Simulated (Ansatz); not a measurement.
# C3H4FGe: the cost of one run

Computed with Ansatz 0.2.0, Gaussian basis. Level: the settings change from run to run.

## 1. The relaxed structure

An earlier PBE0-D4 in a triple-zeta def2 set relaxation fixed the geometry.

9 atoms, charge 0, spin multiplicity 2.

Atoms are counted from 1 here; the program's logs count them from 0.

Bond lengths: C1–C2 1.208 Å, C1–H6 1.066 Å, C2–Ge3 1.900 Å, Ge3–C4 1.952 Å, Ge3–F5 1.749 Å, C4–H7 1.092 Å, C4–H8 1.089 Å, C4–H9 1.090 Å. Angles: C2–C1–H6 178.7°, C1–C2–Ge3 172.8°, C2–Ge3–C4 112.0°, C2–Ge3–F5 105.5°, C4–Ge3–F5 106.4°, Ge3–C4–H7 107.6°, Ge3–C4–H8 110.2°, Ge3–C4–H9 109.5°, H7–C4–H8 109.8°, H7–C4–H9 109.8°, H8–C4–H9 109.9°.

## 2. B97/ANO-RCC-VTZP

Input file in.yaml:

```yaml
crystal:
  periodic: [false, false, false]
  atoms:
    - {symbol: C, position_ang: [-0.096084, 2.656790, -0.010097]}
    - {symbol: C, position_ang: [0.262927, 1.509346, -0.128073]}
    - {symbol: Ge, position_ang: [0.990202, -0.245589, -0.147881]}
    - {symbol: C, position_ang: [-0.310802, -1.581360, 0.430562]}
    - {symbol: F, position_ang: [1.338093, -0.589651, -1.826608]}
    - {symbol: H, position_ang: [-0.427612, 3.666577, 0.075789]}
    - {symbol: H, position_ang: [-1.143317, -1.558911, -0.275659]}
    - {symbol: H, position_ang: [0.142382, -2.571171, 0.435045]}
    - {symbol: H, position_ang: [-0.667291, -1.332233, 1.429923]}
basis:
  gaussian: {orbitals: ANO-RCC-VTZP}
magnetization: {spin_polarized: true, initial_magnetization: 1}
hamiltonian: {xc: {name: B97}}
output: {forces: true}
```

Command:

```
$ ansatz run in.yaml --threads 2 --pin off --events-out ev --progress --plain --max-ram 32768MiB --backend cpu
```

What time and memory should one allow on 2 threads of AMD EPYC 7R13, shared host?

About 30 s, with a peak of 1.1 GiB.
